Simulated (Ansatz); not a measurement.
HgPd, space group P4/mmm: a comparison of functionals at one structure, run with the Ansatz DFT code, driven from Python.

`run_xc.py`
```python
import warnings

import ansatz as az
import numpy as np
from tabulate import tabulate

SETTINGS = {
    "kmesh": (4, 4, 4),
    "occupations": "fermi_dirac",
    "sigma": 0.05,
    "tolerance": 1e-05,
}

warnings.simplefilter("ignore", az.DeckWarning)

vectors = np.array([
    [3.026, 0.0, 0.0],
    [0.0, 3.026, 0.0],
    [0.0, 0.0, 3.702],
])
cell = (
    az.Lattice.of(vectors)
    .atom("Hg", (0.0, 0.0, 0.0))
    .atom("Pd", (0.5, 0.5, 0.5))
)

calc = (
    cell.calculation()
    .kpoints(*SETTINGS["kmesh"], center="gamma")
    .occupations(SETTINGS["occupations"], width=SETTINGS["sigma"])
    .eigensolver("davidson", full_accuracy=True)
    .scf(tolerance=SETTINGS["tolerance"], algorithm="direct_min")
    .stress()
)

rows = []
for value in ["blyp", "lda", "pbesol"]:
    r = calc.functional(value).run(threads=1, pin="off").report
    rows.append((value, r["free_energy_ev"] / len(r["lattice"]["sites"]), r["n_iterations"], sum(r["stress_gpa"][i][i] for i in range(3)) / 3, r["n_kpoints"]))

print(tabulate(rows, headers=["functional", "F/atom (eV)", "iterations", "P (GPa)", "k-points"], floatfmt=".4f", tablefmt="simple"))
```

Which functional puts this cell under the lowest pressure, and which under the highest?

From lowest to highest: LDA (-4.9 GPa), PBEsol (-0.3 GPa) and BLYP (18.3 GPa). At a fixed cell a lower pressure usually means a smaller equilibrium volume, so LDA prefers the smallest cell and BLYP the largest.

The output:

Running `python run_xc.py` prints:
```text
functional      F/atom (eV)    iterations    P (GPa)    k-points
------------  -------------  ------------  ---------  ----------
blyp            -10414.1484             5    18.2590          18
lda             -10183.7349             5    -4.8996          18
pbesol          -10287.5508             5    -0.2717          18
```

BLYP can be off by several per cent in the lattices of metals, and by several GPa in the pressure at a fixed cell. For a metal this k-point mesh is coarse: on a finer one energies can move by several to tens of meV an atom and pressures by half a GPa or more, differences at one mesh by less. The program warned that this SCF threshold is loose for forces or stresses. Pressure is positive in compression. Spin-orbit coupling, which matters for elements this heavy, is left out. The starting cell is as deposited in a crystallographic database; the results hold for this polymorph, which needn't be the stable one. Total energies of different functionals can't be compared; pressures, moments and gaps at this one structure can. The script silences the warnings on its input, which a real study should read. Timing: 11 s on 1 thread of Arm Neoverse V1, on a shared host, peak memory 0.38 GiB.

(Lines on the test bed's own set-up are left out of the output.)
